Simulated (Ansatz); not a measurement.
# CH7BO2: the cost of one run

All numbers below are computed with Ansatz 0.2.0 (RKS revPBE-D4/6-31G*).

## (1) The starting structure

Bond lengths: B1–O2 1.760 Å, O2–H3 1.010 Å, B1–H4 1.190 Å, B1–H5 1.190 Å, B1–O6 1.710 Å, O6–C7 1.420 Å, C7–H8 1.110 Å, C7–H9 1.110 Å, C7–H10 1.110 Å, O2–H11 1.098 Å, O6–H11 1.123 Å, C7–H11 1.139 Å. Angles (14 of 25 angles, heavy atoms first): O2–B1–O6 71.6°, B1–O6–C7 125.0°, B1–O2–H3 109.5°, B1–O2–H11 77.2°, O2–B1–H4 120.0°, O2–B1–H5 120.0°, H4–B1–O6 96.8°, H5–B1–O6 101.3°, B1–O6–H11 78.9°, C7–O6–H11 51.6°, O6–C7–H8 109.5°, O6–C7–H9 109.5°, O6–C7–H10 109.5°, O6–C7–H11 50.6°.

Structure file:

```xyz
11

B     0.0000    0.0000    0.0000
O     0.0000    0.0000    1.7600
H    -0.9095   -0.2814    2.0971
H     1.0305    0.0000   -0.5950
H    -1.0305    0.0000   -0.5950
O     0.0766    1.6210    0.5392
C     0.5817    2.0371    1.7994
H     0.8819    1.1469    2.3906
H     1.4635    2.6937    1.6467
H    -0.2049    2.5965    2.3475
H     0.0506    1.0697    1.5173
```

## (2) A restrained relaxation towards end A

Springs on the bonds that form and break draw the guess towards this end; the thresholds are loose.

Input file input.yaml:

```yaml
crystal:
  periodic: [false, false, false]
  atoms:
    - { symbol: B, position_ang: [0.0, 0.0, 0.0] }
    - { symbol: O, position_ang: [0.0, 0.0, 1.76] }
    - { symbol: H, position_ang: [-0.9095, -0.2814, 2.0971] }
    - { symbol: H, position_ang: [1.0305, 0.0, -0.595] }
    - { symbol: H, position_ang: [-1.0305, 0.0, -0.595] }
    - { symbol: O, position_ang: [0.0766, 1.621, 0.5392] }
    - { symbol: C, position_ang: [0.5817, 2.0371, 1.7994] }
    - { symbol: H, position_ang: [0.8819, 1.1469, 2.3906] }
    - { symbol: H, position_ang: [1.4635, 2.6937, 1.6467] }
    - { symbol: H, position_ang: [-0.2049, 2.5965, 2.3475] }
    - { symbol: H, position_ang: [0.0506, 1.0697, 1.5173] }
basis:
  gaussian: { orbitals: "6-31G*" }
hamiltonian:
  xc: revpbe
  dispersion: d4
relax:
  f_tol: 0.15
  max_steps: 25
  restrain:
    - { distance: [0, 5], at: 2.61, k: 30.0 }
    - { distance: [10, 1], at: 2.21, k: 30.0 }
    - { distance: [0, 1], at: 1.41, k: 30.0 }
    - { distance: [10, 5], at: 1.01, k: 30.0 }
```

Started as:

```console
> ansatz run input.yaml --threads 1 --pin off --max-ram 2048MiB --backend cpu --events-out ev --progress --plain --runs-dir out
```

**Question.** How long does this run take on 1 thread of Arm Neoverse V1, shared host, and how much memory does it need?

About 43 s, with a peak of 0.13 GiB.
